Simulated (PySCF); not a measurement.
# [Eu(N2)2]3+: how settings move a single point

Aim: repeat the single point on relaxed [Eu(N2)2]3+ with altered settings, some of them bad on purpose. It is a constructed species; whether it can be made isn't addressed.

Method: TPSS, Eu lcecp-1-SVP with ECP52, N def2-SVP; scalar-relativistic core potentials, no spin–orbit coupling; program: PySCF 2.14.0.

4 further runs of the same task are left out: 2 for a known fault of the program, 1 that didn't finish, 1 set aside as unsound or not needed.

### Step 1. The system as given

5 atoms, charge 3, spin multiplicity 1.

Bond lengths: Eu1–N2 2.463 Å, Eu1–N4 2.463 Å, N2–N3 1.117 Å, N4–N5 1.117 Å. Angles: N2–Eu1–N4 112.2°, Eu1–N2–N3 179.2°, Eu1–N4–N5 179.2°.

As a file:

```xyz
5
EuN4
Eu   -0.6632   -0.9905    0.0000
N     0.1016    0.1518    2.0438
N     0.4416    0.6596    2.9787
N     0.1016    0.1518   -2.0438
N     0.4416    0.6596   -2.9787
```

Formal oxidation states: Eu +3. Each metal's 6 4f electrons lie in its core potential, so multiplicities, spins and levels count the valence alone. An earlier session relaxed this geometry at TPSS, Eu lcecp-1-SVP with ECP52, N def2-SVP (singlet, point group C2v).

The sound run used a (50, 194) grid (finer on f atoms), a threshold of 1e-8 and at most 55 cycles, and ended at -252.912454 Eh.

### Step 2. Altered run 1

Contents of run.py (the lines that set the calculation):

```python
mol = gto.M(atom='''
Eu    -0.66317    -0.99047     0.00000
N      0.10163     0.15179     2.04384
N      0.44163     0.65959     2.97871
N      0.10163     0.15179    -2.04384
N      0.44163     0.65959    -2.97871''',
    basis={'Eu': 'lcecp-1-SVP', 'N': 'def2-SVP'},
    ecp={'Eu': 'lcecp-1-SVP'},
    charge=3, spin=0)
mf = dft.RKS(mol, xc='TPSS')
mf.grids.atom_grid = (50, 194)  # f atoms: unpruned, at least (60, 302)
mf = mf.density_fit()  # fitting sets: Eu AutoAux, N def2-universal-JKFIT
mf.conv_tol = 0.001; mf.max_cycle = 55
mf.kernel(dm0)  # dm0: free metal ions and neutral atoms
```

Launch:

```
$ OMP_NUM_THREADS=2 python run.py
```

Log:

```text
init E= -244.173638313843
  HOMO = -1.21115726799588  LUMO = -0.926765860550677  gap/eV = 7.73868
cycle= 1 E= -252.356033360601  delta_E= -8.18  |g|= 1.48  |ddm|= 3.18
cycle= 2 E= -239.754379288094  delta_E= 12.6  |g|= 5.84  |ddm|= 5.92
  HOMO = -0.915556326697738  LUMO = -0.65133249668011  gap/eV = 7.18990
cycle= 3 E= -252.03946929661  delta_E= -12.3  |g|=    2  |ddm|= 5.34
  HOMO = -0.852437395025838  LUMO = -0.741302746216911  gap/eV = 3.02413
cycle= 4 E= -252.662637194032  delta_E= -0.623  |g|= 1.05  |ddm|= 1.97
  HOMO = -0.9351986470953  LUMO = -0.770188220724509  gap/eV = 4.49016
cycle= 5 E= -252.912141227821  delta_E= -0.25  |g|= 0.036  |ddm|= 0.866
  HOMO = -0.932565013007074  LUMO = -0.759970202673411  gap/eV = 4.69654
cycle= 6 E= -252.912443229281  delta_E= -0.000302  |g|= 0.00703  |ddm|= 0.0634
  HOMO = -0.9319009140441  LUMO = -0.759805470407634  gap/eV = 4.68296
Extra cycle  E= -252.912448601669  delta_E= -5.37e-06  |g|= 0.00507  |ddm|= 0.0148
converged SCF energy = -252.912448601669
```

Run time: 2.7 s. Hardware: 2 threads of Intel Xeon 6975P-C (Granite Rapids), shared host.

Changed: the SCF threshold (0.001). It converges in 6 cycles, at the sound run's energy within 0.001 eV, with a largest force component of 0.04 eV/Å. The result survives the change.

### Step 3. Altered run 2

run.py (the lines that set the calculation): that of step 2 with these lines changed.

```diff
@@ -12,3 +12,3 @@
 mf = mf.density_fit()  # fitting sets: Eu AutoAux, N def2-universal-JKFIT
-mf.conv_tol = 0.001; mf.max_cycle = 55
-mf.kernel(dm0)  # dm0: free metal ions and neutral atoms
+mf.conv_tol = 1e-08; mf.max_cycle = 55
+mf.kernel(dm0)  # dm0: smeared density
```

Launch:

```
$ OMP_NUM_THREADS=2 python run.py
```

Log:

```text
init E= -252.865150233947
  HOMO = -0.946435591115126  LUMO = -0.743860975567122  gap/eV = 5.51234
cycle= 1 E= -252.909095850396  delta_E= -0.0439  |g|= 0.0944  |ddm|= 0.14
  HOMO = -0.911373747163201  LUMO = -0.773834966112877  gap/eV = 3.74262
cycle= 2 E= -252.897934627029  delta_E= 0.0112  |g|= 0.239  |ddm|= 0.373
  HOMO = -0.92862713419712  LUMO = -0.763629044110259  gap/eV = 4.48983
cycle= 3 E= -252.911340147099  delta_E= -0.0134  |g|= 0.0708  |ddm|= 0.212
  HOMO = -0.932026896556631  LUMO = -0.760494072639398  gap/eV = 4.66765
cycle= 4 E= -252.91244856874  delta_E= -0.00111  |g|= 0.00518  |ddm|= 0.0582
  HOMO = -0.93201942386117  LUMO = -0.759768384085594  gap/eV = 4.68719
cycle= 5 E= -252.912454278218  delta_E= -5.71e-06  |g|= 0.000402  |ddm|= 0.0053
  HOMO = -0.931988639549123  LUMO = -0.759800780970005  gap/eV = 4.68547
cycle= 6 E= -252.91245432076  delta_E= -4.25e-08  |g|= 0.000128  |ddm|= 0.000699
  HOMO = -0.931990947234866  LUMO = -0.759811457744374  gap/eV = 4.68524
cycle= 7 E= -252.912454325109  delta_E= -4.35e-09  |g|= 1.66e-05  |ddm|= 0.000168
  HOMO = -0.931988219631122  LUMO = -0.759812018983881  gap/eV = 4.68515
Extra cycle  E= -252.912454324712  delta_E= 3.98e-10  |g|= 4.73e-05  |ddm|= 4.14e-05
converged SCF energy = -252.912454324712
```

Run time: 2.8 s. Hardware: 2 threads of Intel Xeon 6975P-C (Granite Rapids), shared host.

Changed: the starting guess (smeared density). It converges in 7 cycles, at the sound run's energy within 0.001 eV, with a largest force component of 0.00 eV/Å. The result survives the change.

### Step 4. Altered run 3

Contents of run.py (the lines that set the calculation):

```python
mol = gto.M(atom='''
Eu    -0.66317    -0.99047     0.00000
N      0.10163     0.15179     2.04384
N      0.44163     0.65959     2.97871
N      0.10163     0.15179    -2.04384
N      0.44163     0.65959    -2.97871''',
    basis={'Eu': 'lcecp-1-SVP', 'N': 'def2-SVP'},
    ecp={'Eu': 'lcecp-1-SVP'},
    charge=3, spin=12)
mf = dft.UKS(mol, xc='TPSS')
mf.grids.atom_grid = (50, 194)  # f atoms: unpruned, at least (60, 302)
mf = mf.density_fit()  # fitting sets: Eu AutoAux, N def2-universal-JKFIT
mf.conv_tol = 1e-08; mf.max_cycle = 88
mf.kernel(dm0)  # dm0: free metal ions and neutral atoms
```

Launch:

```
$ OMP_NUM_THREADS=2 python run.py
```

Log:

```text
init E= -245.236221999464
cycle= 1 E= -251.097073993408  delta_E= -5.86  |g|= 0.687  |ddm|= 2.89
cycle= 2 E= -250.556834185841  delta_E= 0.54  |g|= 1.11  |ddm|= 2.78
cycle= 3 E= -251.266790720761  delta_E= -0.71  |g|= 0.328  |ddm|= 2.44
cycle= 4 E= -251.325038117693  delta_E= -0.0582  |g|= 0.0697  |ddm|= 0.49
cycle= 5 E= -251.326019236692  delta_E= -0.000981  |g|= 0.051  |ddm|= 0.198
cycle= 6 E= -251.327477339463  delta_E= -0.00146  |g|= 0.0183  |ddm|= 0.129
cycle= 7 E= -251.32766114508  delta_E= -0.000184  |g|= 0.00247  |ddm|= 0.0264
cycle= 8 E= -251.327665504205  delta_E= -4.36e-06  |g|= 0.00174  |ddm|= 0.00956
cycle= 9 E= -251.327667279063  delta_E= -1.77e-06  |g|= 0.000642  |ddm|= 0.00338
cycle= 10 E= -251.327667703255  delta_E= -4.24e-07  |g|= 0.000316  |ddm|= 0.0021
cycle= 11 E= -251.327667784553  delta_E= -8.13e-08  |g|= 0.000176  |ddm|= 0.00155
cycle= 12 E= -251.327667800556  delta_E= -1.6e-08  |g|= 2.19e-05  |ddm|= 0.000278
cycle= 13 E= -251.327667800919  delta_E= -3.63e-10  |g|= 4.27e-06  |ddm|= 0.000111
Extra cycle  E= -251.327667800896  delta_E= 2.27e-11  |g|= 8.24e-06  |ddm|= 2.59e-05
converged SCF energy = -251.327667800896  <S^2> = 42.015729  2S+1 = 13.00242
```

Wall time 5.2 s (2 threads of Intel Xeon 6975P-C (Granite Rapids), shared host).

Changed: the spin (12 unpaired electrons); the cycle limit is 88. It converges in 13 cycles, +43.124 eV from the sound run, with a largest force component of 35.88 eV/Å. The setting is unsound, so these numbers aren't the compound's.

### Step 5. Altered run 4

Contents of run.py (the lines that set the calculation):

```python
mol = gto.M(atom='''
Eu    -0.66317    -0.99047     0.00000
N      0.10163     0.15179     2.04384
N      0.44163     0.65959     2.97871
N      0.10163     0.15179    -2.04384
N      0.44163     0.65959    -2.97871''',
    basis={'Eu': 'lcecp-1-SVP', 'N': 'def2-SVP'},
    ecp={'Eu': 'lcecp-1-SVP'},
    charge=3, spin=0)
mf = dft.RKS(mol, xc='TPSS')
mf.grids.atom_grid = (99, 590)  # f atoms: unpruned, at least (60, 302)
mf = mf.density_fit()  # fitting sets: Eu AutoAux, N def2-universal-JKFIT
mf.conv_tol = 1e-08; mf.max_cycle = 55
mf.kernel(dm0)  # dm0: free metal ions and neutral atoms
```

Launch:

```
$ OMP_NUM_THREADS=2 python run.py
```

Log:

```text
init E= -244.173632256484
  HOMO = -1.21115445457577  LUMO = -0.926761769946187  gap/eV = 7.73872
cycle= 1 E= -252.356010765421  delta_E= -8.18  |g|= 1.48  |ddm|= 3.18
cycle= 2 E= -239.750531027556  delta_E= 12.6  |g|= 5.84  |ddm|= 5.91
  HOMO = -0.915581245211153  LUMO = -0.651337136432528  gap/eV = 7.19045
cycle= 3 E= -252.039383962333  delta_E= -12.3  |g|=    2  |ddm|= 5.34
  HOMO = -0.852457035182274  LUMO = -0.741298972211915  gap/eV = 3.02476
cycle= 4 E= -252.662672404999  delta_E= -0.623  |g|= 1.05  |ddm|= 1.97
  HOMO = -0.935199042198595  LUMO = -0.770212958064154  gap/eV = 4.48950
cycle= 5 E= -252.91211714242  delta_E= -0.249  |g|= 0.036  |ddm|= 0.865
  HOMO = -0.932563044523697  LUMO = -0.759993627467925  gap/eV = 4.69585
cycle= 6 E= -252.912419250786  delta_E= -0.000302  |g|= 0.00703  |ddm|= 0.0634
  HOMO = -0.931892651780883  LUMO = -0.759700412937517  gap/eV = 4.68559
cycle= 7 E= -252.912429344938  delta_E= -1.01e-05  |g|= 0.00194  |ddm|= 0.0116
  HOMO = -0.932003241528472  LUMO = -0.759839969991234  gap/eV = 4.68480
cycle= 8 E= -252.91243031454  delta_E= -9.7e-07  |g|= 0.000339  |ddm|= 0.0027
  HOMO = -0.931996645288889  LUMO = -0.759839239986079  gap/eV = 4.68464
cycle= 9 E= -252.912430343468  delta_E= -2.89e-08  |g|= 4.81e-05  |ddm|= 0.000411
  HOMO = -0.931988893682103  LUMO = -0.759835141195868  gap/eV = 4.68454
cycle= 10 E= -252.91243034401  delta_E= -5.41e-10  |g|= 9.47e-06  |ddm|= 5.83e-05
  HOMO = -0.931987617989269  LUMO = -0.759835582525552  gap/eV = 4.68450
Extra cycle  E= -252.912430343902  delta_E= 1.07e-10  |g|= 2.49e-05  |ddm|= 2.25e-05
converged SCF energy = -252.912430343902
```

It took 8.3 s on 2 threads of Intel Xeon 6975P-C (Granite Rapids), shared host.

Changed: the integration grid, to (99, 590). It converges in 10 cycles, +0.001 eV from the sound run, with a largest force component of 0.00 eV/Å. The result survives the change.

### Step 6. Side by side

| run | changed | ending | energy change (eV) | cycles | time | usable |
| --- | --- | --- | --- | --- | --- | --- |
| 1 | the SCF threshold | converged | 0.000 | 6 | 2.7 s | yes |
| 2 | the starting guess | converged | 0.000 | 7 | 2.8 s | yes |
| 3 | the spin | converged | +43.124 | 13 | 5.2 s | no |
| 4 | the integration grid | converged | +0.001 | 10 | 8.3 s | yes |

3 of 4 altered runs give a usable result. 1 ended normally with numbers unfit to quote.
